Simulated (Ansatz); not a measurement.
# KTaO3: the cost of one run

Computed with Ansatz 0.2.0 (DFT PBE with spin–orbit coupling, plane waves, PAW, unless a step's input says otherwise).

1 further run of the same task is left out (set aside as unsound or not needed).

## Step 1: The starting structure

It takes space group Pm-3m (No. 221, cubic). The conventional cell has a = 3.988 Å, b = 3.988 Å, c = 3.988 Å, α = 90.00°, β = 90.00°, γ = 90.00°. K (site symmetry m-3m) is surrounded by 12 O at 2.82 Å. Ta (site symmetry m-3m) has 6 O at 1.99 Å as nearest neighbours. O (site symmetry 4/mmm) is surrounded by 2 Ta at 1.99 Å and 4 K at 2.82 Å.

Structure file:

```cif
data_structure
_symmetry_space_group_name_H-M 'P 1'
_symmetry_Int_Tables_number 1
_cell_length_a 3.9883
_cell_length_b 3.9883
_cell_length_c 3.9883
_cell_angle_alpha 90.000
_cell_angle_beta 90.000
_cell_angle_gamma 90.000
_cell_volume 63.44
loop_
_atom_site_label
_atom_site_type_symbol
_atom_site_fract_x
_atom_site_fract_y
_atom_site_fract_z
_atom_site_occupancy
K1 K 0.00000 0.00000 0.00000 1
Ta1 Ta 0.50000 0.50000 0.50000 1
O1 O 0.00000 0.50000 0.50000 1
O2 O 0.50000 0.50000 0.00000 1
O3 O 0.50000 0.00000 0.50000 1
```

The cell is the measured one, not relaxed. At PBE, without spin–orbit coupling, an earlier run found 5.41 GPa for this cell of 12.688 Å³/atom (8×8×8 mesh), mesh gap 2.22 eV. The cell is compressed at this level.

## Step 2: Spin-orbit coupling: bands, spin texture

input.yaml reads:

```yaml
crystal:
  lattice:
    - [3.9882991392, 0.0, 0.0]
    - [0.0, 3.9882991392, 0.0]
    - [0.0, 0.0, 3.9882991392]
  atoms:
    - { symbol: K, position: [0.0, 0.0, 0.0] }
    - { symbol: Ta, position: [0.5, 0.5, 0.5] }
    - { symbol: O, position: [0.0, 0.5, 0.5] }
    - { symbol: O, position: [0.5, 0.5, 0.0] }
    - { symbol: O, position: [0.5, 0.0, 0.5] }
basis:
  ecutwfc: 420
  ecutrho_ratio: 4
kpoints:
  mp_grid: { grid: [6, 6, 6] }
  band_path:
    path:
      - [[0.0, 0.0, 0.0], [0.0, 0.5, 0.0], [0.5, 0.5, 0.0], [0.0, 0.0, 0.0], [0.5, 0.5, 0.5], [0.0, 0.5, 0.0]]
      - [[0.5, 0.5, 0.5], [0.5, 0.5, 0.0]]
    npoints: 10
hamiltonian:
  xc: pbe
scf:
  occupations: { method: gaussian, width: 0.05 }
output:
  forces: true
  stress: true
  eigenvalues: true
  populations: true
  eigenstates:
    nscf_kmesh: { grid: [8, 8, 8] }
    de_dk: true
    e_range: [-2.5, 4.722719566209]
  write_density: true
  write_potential: true
  elf: true
  volumetric_format: npy
magnetization:
  noncollinear: true
  spin_orbit: true
```

Command:

```bash
> ansatz run input.yaml --threads 8 --pin off --max-ram 15360MiB --backend cpu --events-out ev --progress --plain --runs-dir out
```

**Question.** How long does this run take on 8 threads of Arm Neoverse V2, shared host, and how much memory does it need?

About 9.6 s, with a peak of 0.78 GiB.
